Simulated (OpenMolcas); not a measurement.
**One shape, several levels: CH3BClFO (SMILES OC(F)BCl)**

We compute a comparison of 6 runs (HF/3-21G, BHLYP/def2-SVP, PBE/def2-SVP, PBE0/def2-SVP, TPSS/def2-SVP, CCSD(T)/def2-SVP) of CH3BClFO. 

The results are computed with OpenMolcas 26.06.

1 further run of the same task is left out (set aside as unsound or not needed).

**1. The molecule**

CH3BClFO: 8 atoms, total charge 0, spin state singlet. As SMILES, `OC(F)BCl`. The coordinates come from a PBE0-D4/def2-TZVP relaxation. This is one conformer, not always the lowest.

Bond lengths: O1–C2 1.377 Å, C2–F3 1.399 Å, C2–B4 1.589 Å, B4–Cl5 1.732 Å, O1–H6 0.962 Å, C2–H7 1.097 Å, B4–H8 1.189 Å. Angles: O1–C2–F3 110.4°, O1–C2–B4 107.3°, F3–C2–B4 107.0°, C2–B4–Cl5 119.9°, O1–C2–H7 112.0°, F3–C2–H7 105.2°, B4–C2–H7 114.8°, C2–O1–H6 109.9°, C2–B4–H8 120.8°, Cl5–B4–H8 119.3°.

**2. Energy and forces at HF/3-21G (run 1)**

File geom.xyz:

```xyz
8

O     -0.045500     0.346900     1.395700
C      0.458900     0.058800     0.147300
F      1.315100    -1.045400     0.209200
B     -0.767200    -0.356700    -0.774700
Cl    -1.105700     0.541100    -2.217200
H      0.620500     0.802400     1.920200
H      1.073200     0.877500    -0.246600
H     -1.457200    -1.281600    -0.489900
```

File test.inp:

```
* CH3BClFO Hartree-Fock
>>> EXPORT MOLCAS_PRINT=2

&GATEWAY
 BasLib=$CurrDir
 Coord=geom.xyz
 Basis=3-21G
 Group=NoSym

&SEWARD

&SCF
 Thresholds=1e-10 1e-07 1e-07 1e-05
 PrOrbitals=1 1

&ALASKA
```

The basis set 3-21G is read from a file made from the Basis Set Exchange's data (not shown).

On the command line:

```
$ export MOLCAS_MEM=1860
$ pymolcas test.inp > test.log
```

Standard output:

```text
--- Start Module: gateway ---
[...]
--- Stop Module: gateway /rc=_RC_ALL_IS_WELL_ ---
[...]
      Basis functions           55
[...]
--- Start Module: scf ---
[...]
       Convergence after  14 Iterations
[...]
::    Total SCF energy                               -694.5982901265
[...]
      Total spin, S                                     0.0000000000
[...]
      Total electronic charge=   48.000000
      Total            charge=   -0.000000
[...]
      Dipole Moment (debye):
      Origin of the operator (angstrom)=   -0.1782    0.0186   -0.5917
                   X=  9.6073E-01               Y=  1.5686E+00               Z=  9.9092E-01           Total=  2.0893E+00
      Quadrupole Moment (debye*angstrom):
[...]
 *              Molecular gradients               *
 **************************************************
  Irreducible representation: a
 ------------------------------------------------------------------------------------------
                              X                       Y                       Z
 ------------------------------------------------------------------------------------------
  O1                7.00937431444881E-03   -7.06496611386864E-03   -9.90981135507241E-03
  C2               -7.71461564020237E-03   -7.00863002984553E-03    2.54715097045133E-02
  F3               -3.44529543851202E-03    1.03155436941993E-02    1.21838751641024E-03
  B4               -4.41993835990750E-03    1.97523477889794E-02   -2.83698915866974E-02
  CL5               6.92759341982541E-03   -1.40567006512704E-02    2.32735701308506E-02
  H6                7.65995988445400E-04   -9.04927423339696E-04   -1.07012247630638E-02
  H7                7.09441269651911E-03    5.41818368299118E-03   -2.29530799438837E-03
  H8               -6.21752698063238E-03   -6.45085094784381E-03    1.31276834738914E-03
[...]
```

Run time: 3.9 s. Hardware: 1 thread of AMD EPYC 7R43 (Zen 3), shared host; peak memory 0.39 GiB.

**3. Energy and gradient at BHLYP/def2-SVP (run 2)**

File test.input:

```
* CH3BClFO Kohn-Sham DFT
>>> EXPORT MOLCAS_PRINT=2

&gateway
 baslib=$CurrDir
 coord
 8
 bohr
 O     -0.08598254     0.65554599     2.63749075
 C      0.86719532     0.11111590     0.27835666
 F      2.48517883    -1.97551969     0.39533071
 B     -1.44979788    -0.67406531    -1.46397083
 Cl    -2.08947018     1.02253081    -4.18990076
 H      1.17257506     1.51631624     3.62865210
 H      2.02805408     1.65823467    -0.46600646
 H     -2.75370891    -2.42187300    -0.92577683
 basis=def2-SVP
 group=NoSym

&seward
 gridinput
 Grid=UltraFine
 End of Grid

&scf
 ksdft=HYB_GGA_XC_BHANDHLYP
 thresholds=1e-10 1e-07 1e-07 1e-05
 prorbitals=1 1

&alaska
```

The basis set def2-SVP is read from a file made from the Basis Set Exchange's data (not shown).

On the command line:

```
$ export MOLCAS_MEM=1860
$ pymolcas test.input > test.log
```

Standard output:

```text
--- Start Module: gateway ---
[...]
--- Stop Module: gateway /rc=_RC_ALL_IS_WELL_ ---
[...]
      Basis functions           89
[...]
--- Start Module: scf ---
[...]
       Convergence after  14 Iterations
[...]
::    Total KS-DFT energy                            -699.6080532452
[...]
      Total spin, S                                     0.0000000000
[...]
      Total electronic charge=   48.000000
      Total            charge=   -0.000000
[...]
      Dipole Moment (debye):
      Origin of the operator (angstrom)=   -0.1782    0.0186   -0.5917
                   X=  5.4666E-01               Y=  1.8025E+00               Z=  3.4370E-01           Total=  1.9146E+00
      Quadrupole Moment (debye*angstrom):
[...]
 *              Molecular gradients               *
 **************************************************
  Irreducible representation: a
 ------------------------------------------------------------------------------------------
                              X                       Y                       Z
 ------------------------------------------------------------------------------------------
  O1               -7.95956557006683E-03   -2.54831983956061E-03    5.40625243576187E-03
  C2               -3.78334983290762E-03    7.95460695928174E-03   -8.00516226916059E-03
  F3                7.60490398812586E-03   -9.03108478096115E-03    5.30214783927008E-04
  B4               -2.73690753841782E-03    5.36101854557103E-04   -2.96500114815679E-03
  CL5               1.00776333494501E-03   -1.85060601877218E-03    2.96896684385217E-03
  H6                4.76330790869772E-03    4.05352947457294E-03    2.89505929314515E-03
  H7                9.84675299176896E-04    1.47136182186536E-04   -4.76204896722177E-05
  H8                1.19172410475432E-04    7.38636168664097E-04   -7.82709449843377E-04
[...]
```

Wall time 35 s (1 thread of AMD EPYC 7R43 (Zen 3), shared host); peak memory 0.49 GiB.

Run 3 isn't shown in full; the table further down has it.

**4. Energy and forces at PBE0/def2-SVP (run 4)**

File input.xyz:

```xyz
8

O     -0.045500     0.346900     1.395700
C      0.458900     0.058800     0.147300
F      1.315100    -1.045400     0.209200
B     -0.767200    -0.356700    -0.774700
Cl    -1.105700     0.541100    -2.217200
H      0.620500     0.802400     1.920200
H      1.073200     0.877500    -0.246600
H     -1.457200    -1.281600    -0.489900
```

File run.input:

```
* CH3BClFO Kohn-Sham DFT
&GATEWAY
BasLib
$CurrDir
Coord
input.xyz
Basis
def2-SVP
Group
NoSym
&SEWARD
GridInput
Grid=UltraFine
End of Grid
&SCF
KSDFT
PBE0
Thresholds
1e-10 1e-07 1e-07 1e-05
PrOrbitals
1 1
&ALASKA
```

The basis set def2-SVP is read from a file made from the Basis Set Exchange's data (not shown).

On the command line:

```
$ export MOLCAS_MEM=1860
$ pymolcas run.input > run.log
```

Standard output:

```text
--- Start Module: gateway ---
[...]
--- Stop Module: gateway /rc=_RC_ALL_IS_WELL_ ---
[...]
      Basis functions           89
[...]
--- Start Module: scf ---
[...]
       Convergence after  15 Iterations
[...]
::    Total KS-DFT energy                            -699.3126835743
[...]
      Total spin, S                                     0.0000000000
[...]
      Total electronic charge=   48.000000
      Total            charge=   -0.000000
[...]
      Dipole Moment (debye):
      Origin of the operator (angstrom)=   -0.1782    0.0186   -0.5917
                   X=  5.9510E-01               Y=  1.7563E+00               Z=  3.9544E-01           Total=  1.8960E+00
      Quadrupole Moment (debye*angstrom):
[...]
 *              Molecular gradients               *
 **************************************************
  Irreducible representation: a
 ------------------------------------------------------------------------------------------
                              X                       Y                       Z
 ------------------------------------------------------------------------------------------
  O1                2.28912332403830E-03    1.15504327959659E-03    5.11478085726580E-03
  C2               -1.32918131665849E-03    6.98479197928847E-03   -8.76300115886153E-03
  F3                3.34361624459056E-03   -2.68417937543752E-03    1.44579140680601E-03
  B4               -4.28131802587695E-03   -3.15236865438617E-03   -1.21770223871964E-03
  CL5               9.93190935675514E-04   -1.72029020478526E-03    3.14760052857466E-03
  H6               -1.83615749264465E-03   -5.88103735805312E-04   -8.38895843404686E-04
  H7               -2.71672734998774E-03   -5.00977813250447E-03    2.87037499476761E-03
  H8                3.53745368093383E-03    5.01488484394530E-03   -1.75894854630465E-03
[...]
```

It took 46 s on 1 thread of AMD EPYC 7R43 (Zen 3), shared host; peak memory 0.49 GiB.

Run 5 isn't shown in full; the table further down has it.

**5. The energy at CCSD(T)/def2-SVP (run 6)**

File test.input:

```
* CH3BClFO CCSD(T)

&GATEWAY
 BasLib=$CurrDir
 Coord
 8
 angstrom
 O       -0.045500       0.346900       1.395700
 C        0.458900       0.058800       0.147300
 F        1.315100      -1.045400       0.209200
 B       -0.767200      -0.356700      -0.774700
 Cl      -1.105700       0.541100      -2.217200
 H        0.620500       0.802400       1.920200
 H        1.073200       0.877500      -0.246600
 H       -1.457200      -1.281600      -0.489900
 Basis=def2-SVP
 Group=NoSym

&SEWARD

&SCF
 Thresholds=1e-10 1e-07 1e-07 1e-05
 PrOrbitals=1 2

&RASSCF
 FileOrb=$Project.ScfOrb
 Spin=1
 Nactel=0 0 0
 Inactive=24
 Ras2=0
 OutOrbitals=Canonical
 OrbListing=Nothing

&MOTRA
 JobIph
 Frozen=9

&CCSDT
 CCT
 Triples=2
 Iterations=80
 Accuracy=1e-08
 Extrapolation=5 4
```

The basis set def2-SVP is read from a file made from the Basis Set Exchange's data (not shown).

On the command line:

```
$ export MOLCAS_MEM=1860
$ pymolcas test.input > test.log
```

Standard output:

```text
--- Start Module: gateway ---
[...]
--- Stop Module: gateway /rc=_RC_ALL_IS_WELL_ ---
[...]
      Basis functions           89
[...]
       Convergence after  14 Iterations
[...]
::    Total SCF energy                               -697.7928855323
[...]
      Total spin, S                                     0.0000000000
[...]
      Number of active orbitals                  0
[...]
      Spin quantum number                      0.0
[...]
      Active orbitals                            0
[...]
      Number of CSFs                             1
[...]
      Number of root(s) required                 1
[...]
      Convergence after  4 iterations
[...]
      Natural orbitals and occupation numbers for root  1
      ************************************************************************************************************************
      *                                                    Final results                                                     *
      ************************************************************************************************************************
[...]
::    RASSCF root number  1 Total energy:   -697.79288553
[...]
      Total electronic charge=   48.000000
      Total            charge=   -0.000000
[...]
      Dipole Moment (debye):
      Origin of the operator (angstrom)=   -0.1782    0.0186   -0.5917
                   X=  5.5189E-01               Y=  1.8361E+00               Z=  3.9542E-01           Total=  1.9576E+00
      Quadrupole Moment (debye*angstrom):
[...]
--- Start Module: motra ---
[...]
--- Stop Module: motra /rc=_RC_ALL_IS_WELL_ ---
[...]
--- Start Module: ccsdt ---
[...]
      Convergence after                    18  Iterations
      Total energy (diff) :    -698.54734372      -0.00000001
[...]
 METHOD                       : CCSD+T(CCSD)+<T3(1)WT1> = CCSD(T)
[...]
       CCSD     =      -698.5473437156351
[...]
```

Wall time 2.5 min (1 thread of AMD EPYC 7R43 (Zen 3), shared host); peak memory 0.48 GiB.

**6. All runs side by side**

```csv
run,level,integration grid,task,energy (Eh),dipole moment (D) of the reference,HOMO energy (eV),LUMO energy (eV),wall time
1,HF/3-21G,–,gradient,-694.598290,2.09,-12.20,1.98,3.9 s
2,BHLYP/def2-SVP,UltraFine,gradient,-699.608053,1.91,-9.88,-0.50,35 s
3,PBE/def2-SVP,UltraFine,gradient,-699.262337,1.88,-6.84,-2.57,58 s
4,PBE0/def2-SVP,UltraFine,gradient,-699.312684,1.90,-8.46,-1.64,46 s
5,TPSS/def2-SVP,UltraFine,gradient,-699.768008,1.86,-7.06,-2.42,53 s
6,CCSD(T)/def2-SVP,–,energy,-698.564858,1.96,-12.09,2.21,2.5 min
```

**7. What came out**

| quantity | value |
| --- | --- |
| run 6: total energy | -698.56486 Eh |
| run 6: dipole moment (mean-field density) | 1.96 D |
| run 6: HOMO energy (Hartree–Fock orbitals) | -12.09 eV |
| run 6: LUMO energy (Hartree–Fock orbitals) | 2.21 eV |
| run 6: HOMO–LUMO gap (Hartree–Fock orbitals) | 14.30 eV |
| run 6: correlation energy (9 core orbitals frozen) | -772.0 mEh |
| run 6: (T) correction | -17.51 mEh |

Over runs 1, 2, 3, 4, 5 the dipole moment (its size) runs from 1.86 D (TPSS/def2-SVP) to 2.09 D (HF/3-21G). The two ends differ in method and basis. Over runs 1, 2, 3, 4, 5 the HOMO–LUMO gap runs from 4.27 eV (PBE/def2-SVP) to 14.18 eV (HF/3-21G). Totals of different functionals can't be ranked against each other. All runs together took 5.8 min, the longest 2.5 min.
